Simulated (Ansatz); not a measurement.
**One shape, several levels: doublet SnSe+**

Wanted: a comparison of 6 runs (UBHLYP/def2-TZVP, UPBE-QIDH/def2-TZVP, UPBE0/def2-TZVP, RPA@PBE/def2-TZVP, UMP2/def2-TZVP, UCCSD(T)/def2-TZVP) of doublet SnSe+. 

The calculation is run with Ansatz 0.2.0.

26 further runs of the same task are left out: 26 set aside as unsound or not needed.

**1. The structure to begin with**

The species is SnSe+ (2 atoms), meant as a doublet with charge +1. SMILES of the parent species: `[Se][Sn]`. Geometry: relaxed at PBE0-D4/def2-TZVP. That shape belongs to the parent species and isn't relaxed for this state.

Bond lengths: Se1–Sn2 2.325 Å.

**2. A single-point energy at UBHLYP/def2-TZVP (core potential) (run 1)**

The input, input.yaml:

```yaml
crystal:
  periodic: [false, false, false]
  atoms:
    - {symbol: Se, position_ang: [0.000000, -0.000000, 0.006530]}
    - {symbol: Sn, position_ang: [-0.000000, 0.000000, 2.331810]}
basis:
  gaussian:
    orbitals: def2-TZVP
output: {orbitals: {seedname: orbitals}}
accuracy: high
hamiltonian:
  xc: {name: BHLYP}
total_charge: 1
magnetization:
  spin_polarized: true
  initial_magnetization: 1
```

Run with:

```sh
$ ansatz run input.yaml --threads 1 --pin off --max-ram 3480MiB --events-out events.jsonl --progress --plain --runs-dir runs
```

The program printed:

```text
Warning: RAYON_NUM_THREADS=1 ignored (pool sized by the plan → 1); use --threads N
Functional definition: BHLYP
  name "BHLYP"
  parameter a = 0.5
  exchange = (1 - a)*b88_x + a*exact_x
  correlation = lyp_c
1498 factors; integrals over basis functions are off by at most 4.7e-9 eV
mean field evaluation 1: about -71164.5653 eV, gradient 3.0e1 eV
mean field evaluation 2: about -71124.5040 eV, gradient 8.0e1 eV
mean field evaluation 4: about -71170.8348 eV, gradient 3.6e0 eV
mean field evaluation 8: about -71171.0033 eV, gradient 1.7e-1 eV
mean field evaluation 16: about -71171.0038 eV, gradient 3.5e-3 eV
mean field evaluation 32: about -71171.0038 eV, gradient 4.4e-7 eV
mean field evaluation 64: about -71171.1086 eV, gradient 3.9e0 eV
mean field -71171.46117797 eV, -2615.5029565412 hartree, gradient 1.5e-8 eV, S^2 0.755112; 3 other end points of the search recorded, 0 dependent functions left out
reference -71171.46119664 eV, -2615.5029572275 hartree; 28, 27 occupied and 70, 71 virtual orbitals, 1498 factors
Total energy: -71171.46119664 eV, -2615.5029572275 hartree
```

It took 31 s on 1 thread of Arm Neoverse V2, shared host; peak memory 0.4 GiB.

**3. A single-point energy at UPBE-QIDH/def2-TZVP (core potential) (run 2)**

The input, input.yaml:

```yaml
crystal:
  periodic: [false, false, false]
  atoms:
    - {symbol: Se, position_ang: [0.000000, -0.000000, 0.006530]}
    - {symbol: Sn, position_ang: [-0.000000, 0.000000, 2.331810]}
basis:
  gaussian: {orbitals: def2-TZVP}
hamiltonian: {xc: {name: PBE-QIDH}}
output: {orbitals: {seedname: orbitals}}
correlation: {frozen_orbitals: {Se: 9, Sn: 4}}
magnetization: {spin_polarized: true, initial_magnetization: 1}
total_charge: 1
accuracy: high
```

Run with:

```sh
$ ansatz run input.yaml --threads 1 --pin off --max-ram 3480MiB --events-out events.jsonl --progress --plain --runs-dir runs
```

The program printed, cut to the lines that bear on the results:

```text
Warning: RAYON_NUM_THREADS=1 ignored (pool sized by the plan → 1); use --threads N
Functional definition: PBE-QIDH
  name "PBE-QIDH"
[...]
1498 factors; integrals over basis functions are off by at most 4.7e-9 eV
[...]
mean field -71146.53599634 eV, -2614.5869730113 hartree, gradient 1.9e-8 eV, S^2 0.758251; 7 other end points of the search recorded, 0 dependent functions left out
13 core orbitals not correlated: weight in the atoms' cores, before any rotation towards them, 1.000 or more for the frozen orbitals, at most 0.000 for the correlated occupied ones
reference -71146.53599714 eV, -2614.5869730406 hartree; 15, 14 occupied and 70, 71 virtual orbitals, 1498 factors
second order -15.57598028 eV of doubles, -0.00000000 eV of singles
Total energy: -71151.72799056 eV, -2614.7777752797 hartree
```

It took 46 s on 1 thread of Arm Neoverse V2, shared host; peak memory 0.55 GiB.

Run 3 isn't shown in full; the table further down has it.

**4. The energy at RPA@PBE/def2-TZVP (core potential) (run 4)**

The input, input.yaml:

```yaml
crystal:
  periodic: [false, false, false]
  atoms:
    - {symbol: Se, position_ang: [0.000000, -0.000000, 0.006530]}
    - {symbol: Sn, position_ang: [-0.000000, 0.000000, 2.331810]}
basis:
  gaussian:
    orbitals: def2-TZVP
total_charge: 1
magnetization:
  spin_polarized: true
  initial_magnetization: 1
hamiltonian:
  xc: {name: PBE}
correlation:
  method: rpa
  frozen_orbitals: {Se: 9, Sn: 4}
accuracy: high
```

Run with:

```sh
$ ansatz run input.yaml --threads 1 --pin off --max-ram 3480MiB --events-out events.jsonl --progress --plain --runs-dir runs
```

The program printed, cut to the lines that bear on the results:

```text
Warning: RAYON_NUM_THREADS=1 ignored (pool sized by the plan → 1); use --threads N
Functional definition: PBE
  name "PBE"
[...]
1498 factors; integrals over basis functions are off by at most 4.7e-9 eV
[...]
mean field -71163.74594333 eV, -2615.2194268980 hartree, gradient 3.3e-8 eV, S^2 0.753829; 7 other end points of the search recorded, 0 dependent functions left out
13 core orbitals not correlated: weight in the atoms' cores, before any rotation towards them, 1.000 or more for the frozen orbitals, at most 0.000 for the correlated occupied ones
reference -71101.49718815 eV, -2612.9318273387 hartree; 15, 14 occupied and 70, 71 virtual orbitals, 1498 factors
Total energy: -71121.69893898 eV, -2613.6742279885 hartree
```

It took 38 s on 1 thread of Arm Neoverse V2, shared host; peak memory 0.37 GiB.

Run 5 isn't shown in full; the table further down has it.

**5. The energy at UCCSD(T)/def2-TZVP (core potential) (run 6)**

The input, job.yaml:

```yaml
crystal:
  periodic: [false, false, false]
  atoms:
    - symbol: Se
      position_ang: [0.000000, -0.000000, 0.006530]
    - symbol: Sn
      position_ang: [-0.000000, 0.000000, 2.331810]
basis:
  gaussian:
    orbitals: def2-TZVP
total_charge: 1
magnetization:
  spin_polarized: true
  initial_magnetization: 1
correlation:
  method: ccsd_t
  frozen_orbitals: {Se: 9, Sn: 4}
accuracy: high
scf:
  omitted_lower_state_checks: [cluster_reference, increment]
```

Run with:

```sh
$ ansatz run job.yaml --threads 1 --pin off --max-ram 3480MiB --events-out events.jsonl --progress --plain --runs-dir runs
```

The program printed:

```text
Warning: RAYON_NUM_THREADS=1 ignored (pool sized by the plan → 1); use --threads N
[... 22 lines left out ...]
13 core orbitals not correlated: weight in the atoms' cores, before any rotation towards them, 1.000 or more for the frozen orbitals, at most 0.000 for the correlated occupied ones
[... 25 lines left out ...]
Total energy: -71116.85437610 eV, -2613.4961935863 hartree
Checks for a lower state left out: cluster_reference, increment
```

It took 62 s on 1 thread of Arm Neoverse V2, shared host; peak memory 0.88 GiB.

**6. Overview of the runs**

| run | level | frozen core orbitals | energy (Eh) | ⟨S²⟩ | wall time |
| --- | --- | --- | --- | --- | --- |
| 1 | UBHLYP/def2-TZVP (core potential) | – | -2615.502957 | 0.755 | 31 s |
| 2 | UPBE-QIDH/def2-TZVP (core potential) | 13 | -2614.777775 | 0.758 | 46 s |
| 3 | UPBE0/def2-TZVP (core potential) | – | -2615.300182 | 0.755 | 41 s |
| 4 | RPA@PBE/def2-TZVP (core potential) | 13 | -2613.674228 | 0.754 | 38 s |
| 5 | UMP2/def2-TZVP (core potential) | 13 | -2613.478193 | 0.762 | 31 s |
| 6 | UCCSD(T)/def2-TZVP (core potential) | 13 | -2613.496194 | 0.762 | 62 s |

**7. Outcome**

| quantity | value |
| --- | --- |
| run 6: total energy | -2613.49619 Eh |
| run 6: correlation energy (13 core orbitals frozen) | -530.1 mEh |
| run 6: (T) correction | -17.37 mEh |
| run 6: ⟨S²⟩ of the reference determinant | 0.762 |
| run 6: T1 diagnostic | 0.015 |

In words: Totals of different functionals can't be ranked against each other. All runs together took 4.1 min, the longest 62 s.
